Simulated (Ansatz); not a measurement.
# Thallium, simple cubic under PBEsol: from relaxation to bulk modulus

Aim: take thallium in the simple cubic structure, relax it, solve it on a dense k-mesh, then scale the cell to 7 volumes from 88 to 112 % of the relaxed one and try a fit of the equation of state. Spin polarisation is left out. The k-meshes are 10×10×10 for the relaxation; 16×16×16 for the dense run; 11×11×11 for the volumes.

This is Tl in the simple cubic structure; at room conditions it is hcp.

Method: DFT PBEsol, plane waves (420 eV) with PAW, scalar-relativistic; PBE-made PAW files, in Ansatz 0.2.0.

### Step 1. Starting point

It takes space group Pm-3m (No. 221, cubic). Conventional cell: a = 3.117 Å, b = 3.117 Å, c = 3.117 Å, α = 90.00°, β = 90.00°, γ = 90.00°. Around Tl (site symmetry m-3m) lie 6 Tl at 3.12 Å.

As a file:

```xyz
1
Lattice="3.1169 0.0000 0.0000 0.0000 3.1169 0.0000 0.0000 0.0000 3.1169" Properties=species:S:1:pos:R:3 pbc="T T T"
Tl    0.0000    0.0000    0.0000
```

### Step 2. Relaxation of the cell

The input, input.yaml:

```yaml
crystal:
  lattice:
    - [3.1168762379, 0.0, 0.0]
    - [0.0, 3.1168762379, 0.0]
    - [0.0, 0.0, 3.1168762379]
  atoms:
    - { symbol: Tl, position: [0.0, 0.0, 0.0] }
hamiltonian:
  xc: pbesol
  pseudopotentials:
    kind: paw
    azcp:
      Tl: "pseudopotentials/Tl.paw.azcp"
basis:
  ecutwfc: 420
  fft_grid_basis: typed
kpoints:
  mp_grid: { grid: [10, 10, 10], shift: [0, 0, 0] }
magnetization:
  spin_polarized: false
scf:
  occupations: { method: fermi_dirac, width: 0.1 }
relax:
  max_steps: 60
  f_tol: 0.01
  cell: {}
output:
  write_density: true
  write_potential: true
  elf: true
  volumetric_format: npy
```

The runs that follow: The energy on a finer k-mesh; The cell scaled to 88 % of its volume; The cell scaled to 92 % of its volume; The cell scaled to 96 % of its volume; The cell scaled to 100 % of its volume; The cell scaled to 104 % of its volume; The cell scaled to 108 % of its volume; The cell scaled to 112 % of its volume.

Before running it: what results should come out? Wanted: space group; conventional cell; volume; shortest distance; gap on the mesh; relative to hcp; V₀, B₀, B₀′.

The runs gave:

| quantity | value |
| --- | --- |
| space group (spins left aside) | Pm-3m (No. 221) |
| conventional cell | a = 3.139 Å |
| volume | 30.943 Å³/atom |
| shortest distance | 3.139 Å |
| gap on the mesh | none (levels filled in part) |
| relative to hcp | +151 meV/atom |
| V₀, B₀, B₀′ | 31.096 Å³/atom, 31 GPa, 5.4 |

From the guessed start the volume grew by 2.2 % in 4 steps. It lies 151 meV/atom above the element's reference form at the same level (hcp, from a run of its own), so it is far from stable. Levels at the Fermi energy are filled in part, as in a metal. The fitted modulus is 31 GPa. The symmetry was held, so the structure may be unstable against distortions that break it.
